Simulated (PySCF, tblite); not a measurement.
# C₅H₁₁FOSi: geometry, infrared bands and NMR shifts

Aim: predict the infrared bands and NMR shifts of C₅H₁₁FOSi (`CO[SiH2]/C(C)=C/CF`).

Programs: tblite 0.8.0 and PySCF 2.14.0, with density-fitted response routines of our own. Each step states its level of theory. These are calculated values for one molecule in the gas phase, unless marked as measured. Atoms count from 0, in the outputs and in this text.

### 1 The molecule as given

19 atoms, charge 0, multiplicity 1; geometry from: force field or distance geometry start.

Bonds of the start (Å): C0–O1 1.39, O1–Si2 1.68, Si2–C3 1.87, C3–C4 1.49, C3–C5 1.33, C5–C6 1.48, C6–F7 1.40, C0–H8 1.12, C0–H9 1.13, C0–H10 1.10, Si2–H11 1.47, Si2–H12 1.46, C4–H13 1.11, C4–H14 1.11, C4–H15 1.12, C5–H16 1.10, C6–H17 1.11, C6–H18 1.10.

### 2 Relaxing the molecule with GFN2-xTB

What the job is given:

```
{"job": {"kind": "relax", "xc": "GFN2-xTB", "basis": "xTB"}, "charge": 0, "multiplicity": 1}
C      3.068200    -1.051100     0.247200
O      2.215800    -0.197700     0.941000
Si     1.287300     0.824900    -0.006600
C     -0.547200     0.521400     0.179600
C     -1.357700     1.480000     0.988600
C     -1.117400    -0.548800    -0.367100
C     -2.556200    -0.863100    -0.255400
F     -2.630800    -2.109600     0.374800
H      3.324500    -1.870800     0.960700
H      2.525000    -1.549000    -0.604500
H      4.012600    -0.578700    -0.064600
H      1.467500     2.234700     0.372100
H      1.573800     0.753200    -1.439700
H     -1.925700     2.103700     0.261000
H     -2.051500     0.994400     1.703100
H     -0.662800     2.154500     1.560100
H     -0.464800    -1.223800    -0.934700
H     -3.114600    -0.142000     0.371600
H     -3.055700    -0.922900    -1.234100
```

On the command line:

```console
OMP_NUM_THREADS=1 python probes_run.py task.json out
```

The driver reads the jobs from task.json and runs them one after another.

**Question.** This job is followed by: GFN2-xTB harmonic vibrations, gas phase; GIAO PBE0/pcSseg-1 NMR shielding, non-relativistic, gas phase. What will the session give for the following? strongest single infrared mode (GFN2-xTB); zero-point energy (GFN2-xTB); 13C shifts against TMS (PBE0/pcSseg-1); 1H shifts against TMS (PBE0/pcSseg-1, means over atoms taken as alike); 17O shifts against H2O (PBE0/pcSseg-1); 29Si shifts against TMS (PBE0/pcSseg-1); 19F shifts against CFCl3 (PBE0/pcSseg-1).

The runs gave:

```
                                                              quantity                               value
                             strongest single infrared mode (GFN2-xTB)               2170 cm⁻¹, 444 km/mol
                                          zero-point energy (GFN2-xTB)                       91.7 kcal/mol
                                13C shifts against TMS (PBE0/pcSseg-1)  153.8, 133.9, 86.8, 53.3, 14.4 ppm
1H shifts against TMS (PBE0/pcSseg-1, means over atoms taken as alike)    6.89, 5.47, 4.92, 3.89, 1.49 ppm
                                17O shifts against H2O (PBE0/pcSseg-1)                           -20.9 ppm
                               29Si shifts against TMS (PBE0/pcSseg-1)                           -37.8 ppm
                              19F shifts against CFCl3 (PBE0/pcSseg-1)                          -259.6 ppm
```

In words: Over 178 steps the energy fell by 0.604 eV; of the close pairs, O1–Si2 changed most, 1.675 to 1.617 Å. The lowest mode is imaginary (92i cm⁻¹), so the xTB geometry is not a minimum. The strongest single mode, at 2170 cm⁻¹, moves mainly H11 and H12. Unscaled tight-binding wavenumbers are off by several per cent, some by more. Its intensities can rank the bands wrongly. The most deshielded hydrogen is H16 (hydrogen on an alkene CH), at 6.89 ppm: attached to an sp2 carbon and in the plane of the double bond.
